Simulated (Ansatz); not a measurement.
# C2H4OSi: the cost of one run

All numbers below are computed with Ansatz 0.2.0 (RKS revPBE-D4/def2-SVP).

**1. The structure to begin with**

Bond lengths: O1–C2 1.205 Å, C2–C3 1.395 Å, C2–Si4 1.683 Å, C3–H5 1.119 Å, C3–H6 1.069 Å, Si4–H7 1.506 Å, Si4–H8 1.460 Å. Angles: O1–C2–C3 129.9°, O1–C2–Si4 134.6°, C3–C2–Si4 95.3°, C2–C3–H5 116.8°, C2–C3–H6 120.5°, H5–C3–H6 113.4°, C2–Si4–H7 116.7°, C2–Si4–H8 120.6°, H7–Si4–H8 108.6°.

As a file:

```xyz
8

O    -0.4809    0.4787    2.0674
C    -0.2294    0.2465    0.9124
C     0.6088    0.9226    0.0261
Si   -0.5990   -1.0057   -0.1497
H     1.5932    0.4425   -0.2035
H     0.2004    1.4677   -0.7973
H    -1.4280   -0.6480   -1.3547
H     0.4270   -1.9615   -0.5565
```

**2. End point A**

File input.yaml:

```yaml
crystal:
  periodic: [false, false, false]
  atoms:
    - { symbol: O, position_ang: [-0.4809, 0.4787, 2.0674] }
    - { symbol: C, position_ang: [-0.2294, 0.2465, 0.9124] }
    - { symbol: C, position_ang: [0.6088, 0.9226, 0.0261] }
    - { symbol: Si, position_ang: [-0.599, -1.0057, -0.1497] }
    - { symbol: H, position_ang: [1.5932, 0.4425, -0.2035] }
    - { symbol: H, position_ang: [0.2004, 1.4677, -0.7973] }
    - { symbol: H, position_ang: [-1.428, -0.648, -1.3547] }
    - { symbol: H, position_ang: [0.427, -1.9615, -0.5565] }
basis:
  gaussian: { orbitals: def2-SVP }
hamiltonian:
  xc: revpbe
  dispersion: d4
relax:
  f_tol: 0.015
  max_steps: 40
```

Run with:

```sh
$ ansatz run input.yaml --threads 1 --pin off --max-ram 2048MiB --backend cpu --events-out ev --progress --plain --runs-dir out
```

**Question.** How long does this run take on 1 thread of Arm Neoverse V1, shared host, and how much memory does it need?

About 32 s, with a peak of 0.14 GiB.
